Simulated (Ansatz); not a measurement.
What does this script print? It uses the Ansatz DFT code, driven from Python.

Input file `sb.xyz`:
```text
1
Lattice="-1.57654018 1.57654018 2.71193843 1.57654018 -1.57654018 2.71193843 1.57654018 1.57654018 -2.71193843" Properties=species:S:1:pos:R:3 pbc="T T T"
Sb    0.00000000    0.00000000    0.00000000
```

Script `run_kconv.py`:
```python
"""Convergence of Sb with the k-point mesh."""

import ansatz as az

crystal = az.Crystal.from_extxyz("sb.xyz")

model = (
    crystal.calculation()
    .functional("r2SCAN")
    .occupations(az.OccupationsMethod.FERMI_DIRAC, width=0.01)
    .mixing("anderson", preconditioner="none")
    .scf(tolerance=1e-08, lower_state_search="light")
    .forces()  # minus the gradient of the free energy
    .stress()  # positive in compression
)

rows = []
for value in [(3, 3, 3), (5, 5, 5), (6, 6, 6), (8, 8, 8), (10, 10, 10), (12, 12, 12)]:
    report = model.kpoints(mesh=value).run(threads=1).report
    rows.append((value, report["free_energy_ev"] / len(report["lattice"]["sites"]), report["n_iterations"], sum(report["stress_gpa"][i][i] for i in range(3)) / 3, max(abs(f) for row in report["forces_ev_ang"] for f in row), report["n_kpoints"]))

print("        mesh   F/atom (eV)    iterations       P (GPa)  max component (eV/A)      k-points")
for row in rows:
    print(f"{str(row[0]):>12s}  {row[1]:12.5f}  {row[2]:12d}  {row[3]:12.3f}  {row[4]:20.4f}  {row[5]:12d}")

# the last row is the reference
for row in rows[:-1]:
    shift = 1000 * (row[1] - rows[-1][1])
    print(f"{row[0]}: {shift:+.2f} meV/atom" + ("  (within 1 meV)" if abs(shift) < 1 else ""))
```

```console
$ python run_kconv.py
DeckWarning: basis.ecutwfc = 500 eV, auto-derived from the records' recommended cutoffs: set by Sb (their level for a meta-GGA)
DeckWarning: output.stress: scf.convergence.dr2_threshold = 1e-8 eV is looser than the 1e-10 eV advised for a printed stress (1e-10 eV for each atom of the cell: 1). What an SCF threshold leaves in a [...]
        mesh   F/atom (eV)    iterations       P (GPa)  max component (eV/A)      k-points
   (3, 3, 3)   -6499.23800             6         2.939                0.0000             6
   (5, 5, 5)   -6498.59872             7         0.839                0.0000            18
   (6, 6, 6)   -6498.74637             6         0.940                0.0000            30
   (8, 8, 8)   -6498.67941             6         0.986                0.0000            59
(10, 10, 10)   -6498.69885             6         1.359                0.0000           102
(12, 12, 12)   -6498.69021             6         1.204                0.0000           163
(3, 3, 3): -547.79 meV/atom
(5, 5, 5): +91.50 meV/atom
(6, 6, 6): -56.15 meV/atom
(8, 8, 8): +10.80 meV/atom
(10, 10, 10): -8.63 meV/atom
```
(Warnings from the package without file and line, shortened.)

What to keep in mind:
- Forces vanish by symmetry here and test nothing.
- Pressure is positive in compression.
- This isn't the structure that Sb takes at ambient conditions.
- Shifts are counted from the finest mesh, which is itself no proven limit.
- Hardware and time: 18 s on 1 thread of Intel(R) Xeon(R) Platinum 8488C (Sapphire Rapids), on a shared host, peak memory 0.51 GiB.
